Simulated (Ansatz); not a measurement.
# C₂HAlSe (SMILES [SeH][Al]1[C]#[C]1): one structure at several levels

How do the functionals fare away from a minimum? The structure is a structure displaced at random from a GFN2-xTB minimum.

The runs use Ansatz 0.2.0, Gaussian basis; single points in def2-TZVPP.

Correlated methods freeze the cores. Filled d shells of the heavier atoms are correlated.

### 1 The system as given

SMILES `[SeH][Al]1[C]#[C]1`, 5 atoms, charge 0, spin multiplicity 1.

Atoms are counted from 1 here; the program's logs count them from 0.

Bond lengths: Se1–Al2 2.351 Å, Se1–H5 1.464 Å, Al2–C3 1.880 Å, Al2–C4 1.878 Å, C3–C4 1.417 Å. Angles: Al2–Se1–H5 84.6°, Se1–Al2–C3 160.7°, Se1–Al2–C4 154.8°, C3–Al2–C4 44.3°, Al2–C3–C4 67.8°, Al2–C4–C3 67.9°.

Geometry (Å):

```xyz
5
charge 0, multiplicity 1
Se   -1.4758    1.5721    0.0596
Al    0.0383   -0.2166    0.2426
C     1.5502   -1.2175    0.7391
C     0.5853   -2.0043    0.0635
H    -0.7488    1.8800   -1.1733
```

### 2 CCSD(T)/def2-TZVPP

The input, run/in.yaml:

```yaml
crystal:
  periodic: [false, false, false]
  atoms:
    - {symbol: Se, position_ang: [-1.475800, 1.572100, 0.059600]}
    - {symbol: Al, position_ang: [0.038300, -0.216600, 0.242600]}
    - {symbol: C, position_ang: [1.550200, -1.217500, 0.739100]}
    - {symbol: C, position_ang: [0.585300, -2.004300, 0.063500]}
    - {symbol: H, position_ang: [-0.748800, 1.880000, -1.173300]}
basis:
  gaussian: {orbitals: def2-TZVPP}
correlation: {method: ccsd_t}
output: {forces: true}
```

No record of the launch command was kept for these runs.

### 3 PBE0-D4/def2-TZVPP

Edit run/in.yaml of step 2 so:

```diff
@@ -10,3 +10,3 @@
   gaussian: {orbitals: def2-TZVPP}
-correlation: {method: ccsd_t}
-output: {forces: true}
+hamiltonian: {xc: pbe0, dispersion: d4}
+output: {forces: true, orbitals: {seedname: orbitals}}
```

### 4 wB97M-V/def2-TZVPP

Edit run/in.yaml of step 3 so:

```diff
@@ -10,3 +10,3 @@
   gaussian: {orbitals: def2-TZVPP}
-hamiltonian: {xc: pbe0, dispersion: d4}
-output: {forces: true, orbitals: {seedname: orbitals}}
+hamiltonian: {xc: {name: wB97M-V}}
+output: {forces: true}
```

### 5 r2SCAN-D4/def2-TZVPP

Edit run/in.yaml of step 4 so:

```diff
@@ -10,3 +10,3 @@
   gaussian: {orbitals: def2-TZVPP}
-hamiltonian: {xc: {name: wB97M-V}}
+hamiltonian: {xc: r2scan, dispersion: d4}
 output: {forces: true}
```

### 6 PBE-D4/def2-TZVPP

Edit run/in.yaml of step 5 so:

```diff
@@ -10,3 +10,3 @@
   gaussian: {orbitals: def2-TZVPP}
-hamiltonian: {xc: r2scan, dispersion: d4}
+hamiltonian: {xc: pbe, dispersion: d4}
 output: {forces: true}
```

### 7 BHLYP-D4/def2-TZVPP

Edit run/in.yaml of step 6 so:

```diff
@@ -10,3 +10,3 @@
   gaussian: {orbitals: def2-TZVPP}
-hamiltonian: {xc: pbe, dispersion: d4}
+hamiltonian: {xc: {name: BHLYP}, dispersion: d4}
 output: {forces: true}
```

### 8 SPW92/def2-TZVPP

Edit run/in.yaml of step 7 so:

```diff
@@ -10,3 +10,3 @@
   gaussian: {orbitals: def2-TZVPP}
-hamiltonian: {xc: {name: BHLYP}, dispersion: d4}
+hamiltonian: {xc: lda}
 output: {forces: true}
```

(Steps that only read results are left out.)

Q: Predict the outcome of this session. Wanted: energy less free atoms, CCSD(T)/def2-TZVPP; RMS force component; RMS force error; HOMO and LUMO, PBE0-D4; T1 diagnostic.

As calculated:

```
                                  quantity                                                                                          value
energy less free atoms, CCSD(T)/def2-TZVPP                                                                                 -1674.7 kJ/mol
                       RMS force component                                                           2.151 to 2.908 eV/Å over the methods
                           RMS force error  PBE0-D4 0.408, wB97M-V 0.542, r2SCAN-D4 0.291, PBE-D4 0.159, BHLYP-D4 0.776, SPW92 0.338 eV/Å
                    HOMO and LUMO, PBE0-D4                                                                             -7.39 and -2.39 eV
                             T1 diagnostic                                                                                          0.017
```

In words: Against CCSD(T) the functionals' energies less atoms differ by -355.4 to +82.9 kJ/mol, PBE-D4 by -126.5 kJ/mol. CCSD(T) in triple zeta still lacks some correlation energy of the bonds, so part of these gaps is its own basis error and they don't rank the functionals. The forces of PBE-D4 come nearest to CCSD(T), those of BHLYP-D4 are farthest. Frozen-core CCSD(T) forces in triple zeta carry basis errors of their own, and this is one geometry, so small gaps rank nothing. The restricted Hartree–Fock reference is unstable towards an unrestricted one at one or more of these structures.
